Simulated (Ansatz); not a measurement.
# Iridium, omega (AlB2-type) under BLYP: ground state and equation of state

What does BLYP give for iridium in the omega (AlB2-type) structure? We relax it, solve it on a dense k-mesh, then scale the cell to 7 volumes from 88 to 112 % of the relaxed one and try a fit of the equation of state. Spin polarisation is left out. The k-meshes are 9×9×12 for the relaxation; 11×11×15 for the dense run; 9×9×13 for the volumes.

Program: Ansatz 0.2.0. Level of theory: DFT BLYP, plane waves (420 eV) with PAW, scalar-relativistic; PBE-made PAW files. These are calculated values, not measurements.

## (1) The structure to begin with

Symmetry: P6/mmm, No. 191, hexagonal system. The conventional cell has a = 4.308 Å, b = 4.308 Å, c = 2.641 Å, α = 90.00°, β = 90.00°, γ = 120.00°. Around Ir (site symmetry 6/mmm) lie 14 Ir at 2.64 to 2.82 Å. Ir (site symmetry -6m2) has 11 Ir at 2.49 to 2.82 Å as nearest neighbours.

As a file:

```cif
data_structure
_symmetry_space_group_name_H-M 'P6/mmm'
_symmetry_Int_Tables_number 191
_cell_length_a 4.3081
_cell_length_b 4.3081
_cell_length_c 2.6409
_cell_angle_alpha 90.000
_cell_angle_beta 90.000
_cell_angle_gamma 120.000
_cell_volume 42.45
loop_
_atom_site_label
_atom_site_type_symbol
_atom_site_symmetry_multiplicity
_atom_site_Wyckoff_symbol
_atom_site_fract_x
_atom_site_fract_y
_atom_site_fract_z
_atom_site_occupancy
Ir1 Ir 1 a 0.00000 0.00000 0.00000 1
Ir2 Ir 2 d 0.33333 0.66667 0.50000 1
```

## (2) Geometry optimisation

Contents of input.yaml:

```yaml
crystal:
  lattice:
    - [4.3081096287, 0.0, 0.0]
    - [-2.1540548143, 3.7309323807, 0.0]
    - [0.0, 0.0, 2.6408712024]
  atoms:
    - { symbol: Ir, position: [0.0, 0.0, 0.0] }
    - { symbol: Ir, position: [0.3333333333, 0.6666666667, 0.5] }
    - { symbol: Ir, position: [0.6666666667, 0.3333333333, 0.5] }
hamiltonian:
  xc: blyp
  pseudopotentials:
    kind: paw
    azcp:
      Ir: "pseudopotentials/Ir.paw.azcp"
basis:
  ecutwfc: 420
  fft_grid_basis: typed
kpoints:
  mp_grid: { grid: [9, 9, 12], shift: [0, 0, 0] }
magnetization:
  spin_polarized: false
scf:
  occupations: { method: fermi_dirac, width: 0.1 }
relax:
  max_steps: 60
  f_tol: 0.01
  cell: {}
```

Further steps of the session: Dense single point; Volume × 0.88; Volume × 0.92; Volume × 0.96; Volume × 1.0; Volume × 1.04; Volume × 1.08; Volume × 1.12.

Before running it: what results should come out? Wanted: space group; conventional cell; volume; shortest distance; gap on the mesh; relative to fcc; V₀, B₀, B₀′.

The runs gave:

| quantity | value |
| --- | --- |
| space group (spins left aside) | P6/mmm (No. 191) |
| conventional cell | a = 4.452 Å, c = 2.755 Å (c/a = 0.619) |
| volume | 15.763 Å³/atom |
| shortest distance | 2.570 Å |
| gap on the mesh | none (levels filled in part) |
| relative to fcc | +277 meV/atom |
| V₀, B₀, B₀′ | 15.736 Å³/atom, 271 GPa, 5.2 |

**Reading.** The relaxation enlarged the cell by 11.4 % in volume. It lies 277 meV/atom above the element's reference form at the same level (fcc, from a run of its own). Levels at the Fermi energy are filled in part, as in a metal. The fitted modulus is 271 GPa; letting shape and positions relax at each volume could only lower it. The symmetry was held, so the structure may be unstable against distortions that break it.
